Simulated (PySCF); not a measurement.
**Solver options tried on RbAl**

Aim: find out which solver settings change the answer for RbAl.

Computed with PySCF 2.14.0. Level: each script names its method and basis.

6 further runs of the same task are left out: 1 for a known fault of the program, 5 that didn't finish.

## Step 1: Starting geometry

RbAl: 2 atoms, charge 0, spin multiplicity 1.

Bond lengths: Rb1–Al2 3.255 Å.

## Step 2: The base run

Input file input.py:

```python
from pyscf import gto, dft

mol = gto.M(
    atom='Rb 0 0 0; Al 0 0 3.255',
    basis='jorge-dzp-dkh',
    charge=0,
    spin=0,
    symmetry=True,
    verbose=4,
)
mf = dft.RKS(mol, xc='pw6b95')
mf = mf.sfx2c1e()
mf.kernel()
mf.analyze()
print('orbital energies (hartree):', mf.mo_energy[..., max(0, mol.nelec[1]-3):mol.nelec[0]+3].round(4))
```

Run with:

```
$ OMP_NUM_THREADS=1 python input.py
```

Its log is not repeated here.

It gives: E(SCF) = -3225.075933 Eh, 9 cycles, μ = 3.71 D.

The bond length is a typed value, not an optimised one.

## Step 3: Level shift 0.1 hartree

Edit 1 changes level shift: none → 0.1 hartree.

Input file input.py:

```python
from pyscf import gto, dft

mol = gto.M(
    atom='Rb 0 0 0; Al 0 0 3.255',
    basis='jorge-dzp-dkh',
    charge=0,
    spin=0,
    symmetry=True,
    verbose=4,
)
mf = dft.RKS(mol, xc='pw6b95')
mf = mf.sfx2c1e()
mf.level_shift = 0.1
mf.kernel()
mf.analyze()
print('orbital energies (hartree):', mf.mo_energy[..., max(0, mol.nelec[1]-3):mol.nelec[0]+3].round(4))
```

Run with:

```
$ OMP_NUM_THREADS=1 python input.py
```

## Step 4: Second-order solver on

Edit 2 changes second-order solver: off → on.

Changes to input.py since step 2:

```diff
@@ -12,2 +12,3 @@
 mf = mf.sfx2c1e()
+mf = mf.newton()
 mf.kernel()
```

## Step 5: DIIS space 20

Edit 3 changes DIIS space: default → 20.

Changes to input.py since step 2:

```diff
@@ -12,2 +12,3 @@
 mf = mf.sfx2c1e()
+mf.diis_space = 20
 mf.kernel()
```

## Step 6: Smearing width 0.05 hartree

Edit 4 changes smearing width: none → 0.05 hartree.

Changes to input.py since step 2:

```diff
@@ -1,2 +1,2 @@
-from pyscf import gto, dft
+from pyscf import gto, dft, scf
 
@@ -12,2 +12,3 @@
 mf = mf.sfx2c1e()
+mf = scf.addons.smearing_(mf, sigma=0.05, method='fermi')
 mf.kernel()
```

Q: Predict the outcome of this session. Wanted: for each run, E(SCF); from base; gap; SCF dipole.

**Answer**, as computed:

| run | E(SCF) (hartree) | from base (eV) | cycles | gap (eV) | SCF dipole (D) |
| --- | --- | --- | --- | --- | --- |
| base | -3225.075933 | 0 | 9 | 1.42 | 3.71 |
| level shift 0.1 hartree | -3225.075933 | 0.0000 | 14 | 1.42 | 3.71 |
| second-order solver on | -3225.075933 | 0.0000 | 2 macro | 1.42 | 3.71 |
| DIIS space 20 | -3225.075933 | 0.0000 | 9 | 1.42 | 3.71 |
| smearing width 0.05 hartree | -3224.962506 | +3.0865 | 13 | n/a | 0.50 |

Distance from each run's final energy (log10 hartree) by cycle:

| run | cycle 1 | cycle 2 | cycle 3 | cycle 5 | cycle 8 | cycle 12 |
| --- | --- | --- | --- | --- | --- | --- |
| base | -2.9 | -3.6 | -4.0 | -6.9 | -10.3 | done |
| level shift 0.1 hartree | -1.6 | -2.3 | -2.7 | -4.3 | -6.1 | -8.7 |
| DIIS space 20 | -2.9 | -3.6 | -4.0 | -6.9 | -10.3 | done |
| smearing width 0.05 hartree | -2.4 | -2.2 | -2.4 | -4.4 | -6.7 | -8.2 |

No change of the SCF energy comes from level shift 0.1 hartree or second-order solver on or DIIS space 20. The base needs 9 cycles and the run with level shift 0.1 hartree needs 14. The cycles with DIIS space 20 repeat those of the base digit for digit, so the setting never acted.
